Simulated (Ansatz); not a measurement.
# ZrCl (quartet): from Hartree-Fock to the top rungs, def2-TZVPP

One table from this session's results is given with a row withheld; the runs are named, their logs left out.

Method: def2-TZVPP, core rule «outside noble gas», up to 9 orbitals frozen; program: Ansatz 0.2.0, Gaussian basis.

Plan: UHF; ROHF; CCSD(T) on UHF.

### What is computed

The geometry is a PBE0/def2-TZVP stationary point (not a proven minimum). No spin-orbit coupling is included. Elements past krypton take def2 core potentials.

2 atoms, charge 0, spin multiplicity 4.

Atoms are counted from 1 here; the program's logs count them from 0.

Bond lengths: Zr1–Cl2 2.345 Å.

As a file:

```
Zr    0.0000    0.0000    0.0000
Cl    0.0000    0.0000    2.3446
```

Set-up of the first run:

Input file in.yaml:

```yaml
crystal:
  periodic: [false, false, false]
  atoms:
    - {symbol: Zr, position_ang: [0.000000, 0.000000, 0.000000]}
    - {symbol: Cl, position_ang: [0.000000, 0.000000, 2.344575]}
basis:
  gaussian: {orbitals: def2-TZVPP}
magnetization: {spin_polarized: true, initial_magnetization: 3}
hamiltonian: {xc: hf}
output: {orbitals: {seedname: orbitals}}
```

The run is started by

```bash
> ansatz run in.yaml --threads 1 --pin off --events-out ev --progress --plain --max-ram 2816MiB --backend cpu
```

Among the steps run: UHF; ROHF; CCSD(T) on UHF.

One of the session's tables, all rows but one given; the rest of the session is left out.

| method | from UCCSD(T) (meV) |
| --- | --- |
| ROHF | ? |
| UHF | +7163.9 |
| UMP2 | +870.2 |
| UCCSD | +304.6 |
| UCCSD(T) | 0 |

Estimate the missing values for ROHF.

As computed: from UCCSD(T) (meV): +7292.2. In the column «from UCCSD(T) (meV)» it is the highest.

With the free atoms at the same levels and basis (separate runs), the atomisation energy is 4.412 eV at UCCSD(T), 4.173 eV at ROHF.
